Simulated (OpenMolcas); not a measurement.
# V³⁺ among point charges: CASSCF levels and susceptibility

How does a field of 6 point charges split the states of V³⁺, and what χT follows?

Method: state-averaged CASSCF, spin-orbit coupling by RASSI with atomic mean-field integrals. Code: OpenMolcas 26.06.

1 further run of the same task is left out (it didn't finish).

### Step 1. Starting point

| Quantity | Value |
| --- | --- |
| Species | V³⁺ (vanadium, Z = 23, 20 electrons) |
| Basis | ANO-RCC-VDZP [5s4p2d1f], 34 functions |
| Scalar Hamiltonian | DKH2, point nucleus |
| Inactive shells | 1s 2s 2p 3s 3p |
| Active space | 2 electrons in 5 orbitals (3d) |
| Some configurations of this space | 3d² |
| Orbitals | optimised for each spin and parity, averaged over all roots |

The outer shells:

3d2
```
3d [↑ ][↑ ][  ][  ][  ]
```

The ion sits among 6 point charges of -1.5 e arranged as a trigonal prism (D3h), 1.68 Å from the ion, with a polar angle of 48.6° against the regular 49.1°. The active orbitals were held to one l.

The work runs as a chain of OpenMolcas steps in one folder; each step below is one input file. Labels, J, g values, rates, χT and fits are worked out afterwards by a script from the matrices that RASSI stores.

### Step 2. Basis and integrals

File a.inp:

```
&GATEWAY
Coord
1

V 0.0 0.0 0.0
Basis=ANO-RCC-VDZP
Group=NoSym
NoMove
AngMom=0.0 0.0 0.0
AMFI
XField
6 Angstrom 0
1.260361 0.000000 1.110806 -1.500000
-0.630181 1.091505 1.110806 -1.500000
-0.630181 -1.091505 1.110806 -1.500000
1.260361 0.000000 -1.110806 -1.500000
-0.630181 1.091505 -1.110806 -1.500000
-0.630181 -1.091505 -1.110806 -1.500000
&SEWARD
```

The run is started by

```sh
$ OMP_NUM_THREADS=1 MOLCAS_MEM=1689 MOLCAS_PROJECT=a pymolcas a.inp > a.log
```

### Step 3. CASSCF: triplets, 10 roots

File a.inp:

```
&RASSCF
FileOrb=start.orb
Symmetry=1
Spin=3
nActEl=2 0 0
Inactive=9
Ras2=5
CIRoot=10 10 1
SDav=10
CIMx=300
Iter=120 100
PrWF=0.3
OrbListing=Nothing
MaxOrb=0
SupSym
1
10 10 11 12 13 14 23 24 25 26 27
>>> COPY $Project.JobIph JOB001
```

start.orb holds the contracted functions of the basis, ordered by shell, or the orbitals of the step before.

### Step 4. Reference wave functions, singlets, 15 roots

File a.inp:

```
&RASSCF
FileOrb=start.orb
Symmetry=1
Spin=1
nActEl=2 0 0
Inactive=9
Ras2=5
CIRoot=15 15 1
SDav=15
CIMx=300
Iter=120 100
PrWF=0.3
OrbListing=Nothing
MaxOrb=0
SupSym
1
10 10 11 12 13 14 23 24 25 26 27
>>> COPY $Project.JobIph JOB002
```

### Step 5. RASSI: spin-orbit coupling between the states

File a.inp:

```
&RASSI
NrOfJobIphs=2 10 15
1 2 3 4 5 6 7 8 9 10
1 2 3 4 5 6 7 8 9 10 11 12 13 14 15
IphNames
JOB001
JOB002
EJob
SpinOrbit
DIPRint=1.0
SOCoupling=1000.0
Subsets=2
Property=9
'ANGMOM' 1 'ANGMOM' 2 'ANGMOM' 3 'MLTPL  1' 1 'MLTPL  1' 2 'MLTPL  1' 3
'AMFI' 1 'AMFI' 2 'AMFI' 3
SOProperty=3
'ANGMOM' 1 'ANGMOM' 2 'ANGMOM' 3
```

**Question.** What will these runs give? Wanted: spin-free ground state; first state of the same spin within the active space; lowest level; next level.

As calculated:

| quantity | value |
| --- | --- |
| method | CASSCF |
| spin-free ground state | 3E, 2-fold in its orbital part |
| first state of the same spin within the active space | 3A2 at 4310 cm⁻¹ |
| lowest level | 2-fold E, g = 0.00, 0.00, 0.00 |
| next level | 195.9 cm⁻¹ |
| χT at 300 K | 0.88 cm³ K/mol |
| effective moment at 300 K | 2.66 μB |

**Reading.** The spin-free ground state (3E) comes to 100 % from free-ion F terms and keeps the highest spin of the shell. χT at 300 K is 0.88, against 1.00 cm³ K/mol for the spin alone, so spin-orbit coupling lowers it. The field of point charges can differ much from that of real complexes. Point charges carry no covalency, so the field is a model and not that of real ligands.
